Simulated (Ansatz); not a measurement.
# C₄H₇AlO: up Jacob's ladder to CCSD(T)

An exercise on one series of results from a longer session: the logs are not shown, and one member is left open.

The runs use Ansatz 0.2.0, Gaussian basis; functionals in def2-TZVPP, the program's frozen cores in correlated methods.

Plan: PBE-D4, r2SCAN-D4, PBE0-D4, B3LYP-D4, ωB97X-V, ωB97M-V, B2PLYP; CCSD(T)/def2-TZVPP; MP2/def2-QZVPP; extrapolation to the limit.

## The geometry

All runs share one geometry, relaxed beforehand with PBE0-D4 in a triple-zeta def2 set.

SMILES `C#C[CH2][AlH][CH2]O`, 13 atoms, charge 0, spin multiplicity 1.

Atoms are counted from 1 here; the program's logs count them from 0.

Bond lengths: C1–C2 1.202 Å, C1–H7 1.063 Å, C2–C3 1.441 Å, C3–Al4 1.972 Å, C3–H8 1.098 Å, C3–H9 1.098 Å, Al4–C5 1.968 Å, Al4–H10 1.594 Å, C5–O6 1.417 Å, C5–H11 1.104 Å, C5–H12 1.105 Å, O6–H13 0.960 Å. Angles: C2–C1–H7 179.4°, C1–C2–C3 178.5°, C2–C3–Al4 117.0°, C2–C3–H8 110.7°, C2–C3–H9 110.7°, Al4–C3–H8 106.3°, Al4–C3–H9 106.3°, H8–C3–H9 105.0°, C3–Al4–C5 129.0°, C3–Al4–H10 115.4°, C5–Al4–H10 115.6°, Al4–C5–O6 113.9°, Al4–C5–H11 107.0°, Al4–C5–H12 107.0°, O6–C5–H11 111.8°, O6–C5–H12 111.8°, H11–C5–H12 104.7°, C5–O6–H13 108.8°.

The first run:

Contents of in.yaml:

```yaml
crystal:
  periodic: [false, false, false]
  atoms:
    - {symbol: C, position_ang: [-1.581456, -1.959400, 1.191430]}
    - {symbol: C, position_ang: [-0.513246, -1.808531, 0.661397]}
    - {symbol: C, position_ang: [0.759447, -1.592281, 0.022065]}
    - {symbol: Al, position_ang: [1.160320, 0.243589, -0.577228]}
    - {symbol: C, position_ang: [0.042941, 1.858599, -0.449318]}
    - {symbol: O, position_ang: [-1.230139, 1.631818, 0.131213]}
    - {symbol: H, position_ang: [-2.529125, -2.081971, 1.658068]}
    - {symbol: H, position_ang: [0.864184, -2.235709, -0.862089]}
    - {symbol: H, position_ang: [1.583004, -1.885434, 0.687206]}
    - {symbol: H, position_ang: [2.588054, 0.445238, -1.255695]}
    - {symbol: H, position_ang: [-0.038713, 2.276517, -1.468293]}
    - {symbol: H, position_ang: [0.624320, 2.609070, 0.115339]}
    - {symbol: H, position_ang: [-1.709092, 2.463796, 0.160906]}
basis:
  gaussian: {orbitals: def2-TZVPP}
hamiltonian: {xc: pbe, dispersion: d4}
output: {forces: true, orbitals: {seedname: orbitals}}
```

Command:

```console
ansatz run in.yaml --threads 4 --pin off --events-out ev --progress --plain --max-ram 10444MiB
```

Among the steps run: PBE-D4 (GGA); r2SCAN-D4 (meta-GGA); PBE0-D4 (hybrid); B3LYP-D4 (hybrid); ωB97X-V (range-separated); ωB97M-V (range-separated); B2PLYP (double hybrid); CCSD(T) in def2-TZVPP; MP2 in def2-QZVPP.

One table of the session follows, with a row left open; its other results are not shown here.

| method | atomisation energy (kJ/mol) |
| --- | --- |
| PBE-D4 | 5132.8 |
| r2SCAN-D4 | 5024.2 |
| PBE0-D4 | 5030.3 |
| B3LYP-D4 | 5006.9 |
| ωB97X-V | 5009.6 |
| ωB97M-V | 5024.6 |
| B2PLYP | 4962.6 |
| HF/def2-TZVPP | 3621.1 |
| MP2/def2-TZVPP | 4985.6 |
| CCSD/def2-TZVPP | 4795.7 |
| CCSD(T)/def2-TZVPP | ? |
| MP2/CBS | 5117.3 |
| CCSD(T)/CBS | 5009.4 |

**Question.** Estimate the row for CCSD(T)/def2-TZVPP.

The run gave: atomisation energy (kJ/mol): 4877.6. In the column «atomisation energy (kJ/mol)» it lies between CCSD/def2-TZVPP (4795.7) and B2PLYP (4962.6).

Limits of these values: Free atoms (4 C, 1 Al, 1 O, 7 H) were run apart at each level; the atomisation energy is their sum less the molecule, without zero-point or spin-orbit terms.
